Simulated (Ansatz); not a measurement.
# MoN₄H₆: one species, many methods

One table from this session's results is given with a row withheld; the runs are named, their logs left out.

Computed with Ansatz 0.2.0, Gaussian basis. Level: functionals in def2-TZVPP, the program's frozen cores in correlated methods.

Levels to be run: LDA (SPW92), PBE-D4, revPBE-D4, BLYP-D4, r2SCAN-D4, B97M-V, PBE0-D4, B3LYP-D4, r2SCANh-D4, r2SCAN0-D4, HSE06-D4, BHLYP-D4, CAM-B3LYP-D4, LC-ωPBE, ωB97X-V, ωB97M-V, B2PLYP, PBE-QIDH; CCSD(T)/def2-SVP; CCSD(T)/def2-TZVPP; MP2/def2-QZVPP; extrapolation to the limit; RPA on PBE.

**The relaxed structure**

An earlier PBE0-D4 in a triple-zeta def2 set relaxation fixed the geometry. Mo takes the def2 core potential; no spin-orbit term is included.

11 atoms, charge 0, spin multiplicity 1.

Atoms are counted from 1 here; the program's logs count them from 0.

Bond lengths: N1–Mo2 1.733 Å, N1–H6 1.010 Å, Mo2–N3 1.733 Å, Mo2–N4 1.947 Å, Mo2–N5 1.947 Å, N3–H7 1.010 Å, N4–H8 1.007 Å, N4–H9 1.007 Å, N5–H10 1.007 Å, N5–H11 1.007 Å. Angles: Mo2–N1–H6 155.5°, N1–Mo2–N3 115.6°, N1–Mo2–N4 107.2°, N1–Mo2–N5 107.2°, N3–Mo2–N4 107.2°, N3–Mo2–N5 107.2°, N4–Mo2–N5 112.5°, Mo2–N3–H7 155.5°, Mo2–N4–H8 123.5°, Mo2–N4–H9 123.5°, H8–N4–H9 111.7°, Mo2–N5–H10 123.5°, Mo2–N5–H11 123.5°, H10–N5–H11 111.7°.

Geometry (Å):

```mol
H6MoN4
  3D, bonds by distance, orders not assigned

 11 10  0  0  0  0  0  0  0  0999 V2000
   -0.6958    1.6543    0.3530 N   0  0
    0.0819    0.1266    0.1004 Mo  0  0
    1.6322   -0.0591    0.8515 N   0  0
   -1.0850   -1.2437    0.8425 N   0  0
    0.3428   -0.0764   -1.8181 N   0  0
   -0.7833    2.5923    0.7174 H   0  0
    2.4264    0.2304    1.4047 H   0  0
   -0.7454   -2.0784    1.2922 H   0  0
   -2.0686   -1.1049    1.0090 H   0  0
    1.1417   -0.5358   -2.2244 H   0  0
   -0.1815    0.4378   -2.5074 H   0  0
  1  2  8  0
  2  3  8  0
  2  4  8  0
  2  5  8  0
  1  6  8  0
  3  7  8  0
  4  8  8  0
  4  9  8  0
  5 10  8  0
  5 11  8  0
M  END
```

The first run:

File in.yaml:

```yaml
crystal:
  periodic: [false, false, false]
  atoms:
    - {symbol: N, position_ang: [-0.695758, 1.654283, 0.352966]}
    - {symbol: Mo, position_ang: [0.081857, 0.126586, 0.100368]}
    - {symbol: N, position_ang: [1.632237, -0.059119, 0.851530]}
    - {symbol: N, position_ang: [-1.085035, -1.243687, 0.842500]}
    - {symbol: N, position_ang: [0.342789, -0.076409, -1.818147]}
    - {symbol: H, position_ang: [-0.783311, 2.592333, 0.717350]}
    - {symbol: H, position_ang: [2.426353, 0.230380, 1.404666]}
    - {symbol: H, position_ang: [-0.745357, -2.078429, 1.292202]}
    - {symbol: H, position_ang: [-2.068612, -1.104915, 1.009003]}
    - {symbol: H, position_ang: [1.141724, -0.535827, -2.224398]}
    - {symbol: H, position_ang: [-0.181487, 0.437802, -2.507440]}
basis:
  gaussian: {orbitals: def2-TZVPP}
hamiltonian: {xc: lda}
output: {orbitals: {seedname: orbitals}}
```

Run with:

```bash
$ ansatz run in.yaml --threads 4 --pin off --events-out ev --progress --plain --max-ram 10444MiB
```

Among the steps run: LDA; PBE-D4 (GGA); revPBE-D4 (GGA); BLYP-D4 (GGA); r2SCAN-D4 (meta-GGA); B97M-V (meta-GGA); PBE0-D4 (hybrid); B3LYP-D4 (hybrid); r2SCANh-D4 (hybrid); r2SCAN0-D4 (hybrid); HSE06-D4 (hybrid); BHLYP-D4 (hybrid); CAM-B3LYP-D4 (range-separated); LC-ωPBE (range-separated); ωB97X-V (range-separated); ωB97M-V (range-separated); B2PLYP (double hybrid); PBE-QIDH (double hybrid).

One of the session's tables, all rows but one given; the rest of the session is left out.

It belongs to the step «Orbital energies across the functionals». 

| functional | HOMO (eV) | gap (eV) |
| --- | --- | --- |
| LDA (SPW92) | -5.54 | 3.76 |
| PBE-D4 | -5.35 | 3.75 |
| revPBE-D4 | -5.28 | 3.75 |
| BLYP-D4 | -5.22 | 3.72 |
| r2SCAN-D4 | -5.62 | 4.12 |
| B97M-V | -5.66 | 4.22 |
| PBE0-D4 | -6.63 | 5.84 |
| B3LYP-D4 | -6.41 | 5.39 |
| r2SCANh-D4 | -6.10 | 4.90 |
| r2SCAN0-D4 | -6.83 | 6.10 |
| HSE06-D4 | ? | ? |
| BHLYP-D4 | -7.81 | 7.96 |
| CAM-B3LYP-D4 | -7.96 | 8.27 |
| LC-ωPBE | -9.30 | 10.74 |
| ωB97X-V | -8.92 | 10.29 |
| ωB97M-V | -8.83 | 10.11 |

Q: Estimate the row for HSE06-D4 from the others.

As computed: HOMO (eV): -6.23; gap (eV): 5.06. In the column «HOMO (eV)» it lies between B3LYP-D4 (-6.41) and r2SCANh-D4 (-6.10).
